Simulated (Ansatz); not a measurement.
# H₂ + HCl + GeH radical: a complex and its separated parts

Aim: how far the complex at one end of a reaction step lies below its separated, relaxed parts, level by level.

Computed with Ansatz 0.2.0, Gaussian basis. Level: PBE0-D4/def2-TZVP structures, single points in def2-TZVPP, no counterpoise correction.

Levels: SPW92, PBE-D4, BLYP-D4, r2SCAN-D4, B97M-V, PBE0-D4, B3LYP-D4, r2SCAN0-D4, BHLYP-D4, CAM-B3LYP-D4, wB97X-V, wB97M-V, B2PLYP, PBE-QIDH, RPA on PBE, Hartree-Fock, MP2, CCSD, CCSD(T).

Correlated methods freeze the cores. Filled d shells of the heavier atoms are correlated. Orbitals are unrestricted. B3LYP uses VWN-RPA correlation. B2PLYP carries no dispersion term here.

96 further runs of the same task are left out: 2 that didn't finish, 94 set aside as unsound or not needed.

**1. The starting structure**

The complex: 6 atoms, charge 0, spin multiplicity 2.

Atoms are counted from 1 here; the program's logs count them from 0.

Bond lengths: H1–H4 0.778 Å, Cl2–H5 1.310 Å, Ge3–H6 1.595 Å.

Coordinates:

```xyz
6

H     0.45125    0.02490    1.41629
Cl   -2.45025   -0.00683   -1.20422
Ge    1.22717    0.28146   -0.49187
H     0.41364    0.79483    1.30745
H    -1.14423    0.07156   -1.14776
H     1.50242   -1.16602    0.11992
```

Its parts: H₂ holds atoms 1, 4; HCl holds atoms 2, 5; GeH radical holds atoms 3, 6. Each part counts its atoms afresh in its own runs.

**2. Relaxing H₂ alone**

File relax-a/in.yaml:

```yaml
crystal:
  periodic: [false, false, false]
  atoms:
    - {symbol: H, position_ang: [0.451252, 0.024900, 1.416289]}
    - {symbol: H, position_ang: [0.413637, 0.794825, 1.307448]}
basis:
  gaussian: {orbitals: def2-TZVP}
hamiltonian: {xc: pbe0, dispersion: d4}
relax: {f_tol: 0.005, max_steps: 200}
```

Launch:

```bash
> ansatz run in.yaml --threads 4 --pin off --events-out ev --progress --plain --max-ram 9574MiB
```

After this run come: Relaxing HCl alone; Relaxing GeH radical alone; SPW92/def2-TZVPP; PBE-D4/def2-TZVPP; BLYP-D4/def2-TZVPP; r2SCAN-D4/def2-TZVPP; B97M-V/def2-TZVPP; PBE0-D4/def2-TZVPP; B3LYP-D4/def2-TZVPP; r2SCAN0-D4/def2-TZVPP; BHLYP-D4/def2-TZVPP; CAM-B3LYP-D4/def2-TZVPP; wB97X-V/def2-TZVPP; wB97M-V/def2-TZVPP; B2PLYP/def2-TZVPP; PBE-QIDH/def2-TZVPP; RPA on PBE/def2-TZVPP; CCSD(T)/def2-TZVPP; CCSD(T)/def2-QZVPP; Vibrations of H₂; Vibrations of HCl; Vibrations of GeH radical.

**Question.** What will these runs give? Wanted: complex less parts, CCSD(T)/def2-TZVPP; with zero-point energy; largest T1 diagnostic.

As calculated:

```
                              quantity         value
complex less parts, CCSD(T)/def2-TZVPP  -21.7 kJ/mol
                with zero-point energy   -7.6 kJ/mol
                 largest T1 diagnostic         0.014
```

In words: At CCSD(T) the complex lies 21.7 kJ/mol below its parts. Among the functionals B2PLYP lands nearest to CCSD(T) (-2.4 kJ/mol) and SPW92 farthest (-69.3 kJ/mol). By rung, the mean size of the error is: LDA 69.3, GGA 25.0, meta-GGA 17.1, hybrid 15.1, range-separated hybrid 8.3, double hybrid 6.5 kJ/mol. PBE-D4 gives a relative energy 32.5 kJ/mol too low, outside chemical accuracy (1 kcal/mol, 4.2 kJ/mol). No counterpoise was applied, and triple zeta lacks some correlation, so the CCSD(T) reference has a basis error of its own, and close matches with it are partly luck.
